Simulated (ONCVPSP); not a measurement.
# Pseudopotential generation for Si: ONCV, PBE

Do these settings give a usable potential? It is generated, then checked for transferability, scattering, ghosts and hardness.

The numbers are computed with ONCVPSP 4.0.1.1 (patched build) (PBE, scalar-relativistic, spin-unpolarised reference atom).

### 1 Settings

Typed settings, in words:

| Property | Result |
| --- | --- |
| element | silicon (Si, Z = 14) |
| type | optimised norm-conserving Vanderbilt (ONCV) |
| frozen core | [Ne] |
| valence charge | 4 |
| reference configuration | 3s2 (charge +2) |
| partial waves | 3s: rc 1.40 bohr, ncon 5, nbas 9, qcut 6 1/bohr, 2 projectors, debl 0.8 Ha; p scattering state at 0.13 Ha: rc 1.30 bohr, ncon 4, nbas 7, qcut 5.8 1/bohr, 3 projectors, debl 3.8 Ha; d scattering state at 0.04 Ha: rc 1.20 bohr, ncon 4, nbas 8, qcut 7.7 1/bohr, 2 projectors, debl 3.4 Ha |
| local potential | polynomial inside 1.10 bohr (lpopt 2, dvloc0 0 Ha) |
| core correction | polynomial model core, fcfact 0.5 |

An earlier all-electron run gives the scale for the radii.

All-electron outer shells of the reference configuration (PBE, scalar-relativistic, ld1.x):

```json
{"shell": "2p", "level (eV)": "-116.91", "outermost node (bohr)": "–", "outermost maximum (bohr)": "0.39"}
{"shell": "3s", "level (eV)": "-28.54", "outermost node (bohr)": "0.71", "outermost maximum (bohr)": "1.69"}
{"shell": "3p", "level (eV)": "-20.50", "outermost node (bohr)": "0.71", "outermost maximum (bohr)": "1.91"}
```

### 2 Generation

Si.dat reads:

```
# ATOM AND REFERENCE CONFIGURATION
# atsym  z   nc   nv     iexc    psfile
  Si 14.00    3    1        4      upf
#
#   n    l    f
    1    0    2.00
    2    0    2.00
    2    1    6.00
    3    0    2.00
#
# PSEUDOPOTENTIAL AND OPTIMIZATION
# lmax
    2
#
#   l,   rc,      ep,       ncon, nbas, qcut
    0    1.40    0.00    5    9    6.00
    1    1.30    0.13    4    7    5.80
    2    1.20    0.04    4    8    7.70
#
# LOCAL POTENTIAL
# lloc, lpopt,  rc(5),   dvloc0
    4    2    1.10    0.00
#
# VANDERBILT-KLEINMAN-BYLANDER PROJECTORs
# l, nproj, debl
    0    2    0.80
    1    3    3.80
    2    2    3.40
#
# MODEL CORE CHARGE
# icmod, fcfact, rcfact
    1    0.50    0.00
#
# LOG DERIVATIVE ANALYSIS
# epsh1, epsh2, depsh
   -3.00    5.00    0.02
#
# OUTPUT GRID
# rlmax, drl
    6.00    0.01
#
# TEST CONFIGURATIONS
# ncnf
    4
# nvcnf
#   n    l    f
    2
    3    0    2.00
    3    1    2.00
#
    2
    3    0    2.00
    3    1    1.00
#
    1
    3    0    1.00
#
    2
    3    0    2.00
    3    1    1.50
#
```

Command:

```
$ oncvpsp.x < Si.dat > Si.out
```

What does the calculation give? Wanted: cutoffs for 1 and 0.1 mHa per electron, occupied waves; bound ghosts; GHOST(+) flags; largest test error; largest phase difference near zero energy, channels read; rms error of d²Exc/dn², without and with the model core; projector energies reset by the program.

The runs gave:

| quantity | value |
| --- | --- |
| cutoffs for 1 and 0.1 mHa per electron, occupied waves | 33 Ha and 107 Ha |
| bound ghosts | s at -149.67 eV, p at -88.05 eV, p at -18.74 eV |
| GHOST(+) flags | p at 1244 eV, p at 2274 eV |
| largest test error (AE − PS) | +10 meV, for 3s1 (3 tests unsolved) |
| largest phase difference near zero energy, channels read | 0.001 rad |
| rms error of d²Exc/dn², without and with the model core | 11.38 and 1.37 mHa |
| projector energies reset by the program | s: -1.049, 0.250 Ha; p: 0.050, 3.850, 7.650 Ha |

A bound ghost (s, p) makes it unfit for use: electrons can fall into a state that the atom doesn't have. The worst unpolarised test, 3s1, is off by 10 meV on 34.0 eV; by total energies transferability rates as good where solved. Atomic tests can pass in spite of a ghost, since they solve only for the levels asked. Of the tests 3 gave no usable energy difference, which is a warning in itself. It counts as of middling hardness, with 33 Ha needed at the looser tolerance. The tighter tolerance needs 107 Ha, and converged work needs a cutoff nearer that. Near zero energy the phases of the channels with partial waves agree within 0.001 rad. The pseudo curves have a pole with no partner nearby in the atom's: p at -0.69 Ha. The program also flags highly localised states, GHOST(+) (p).
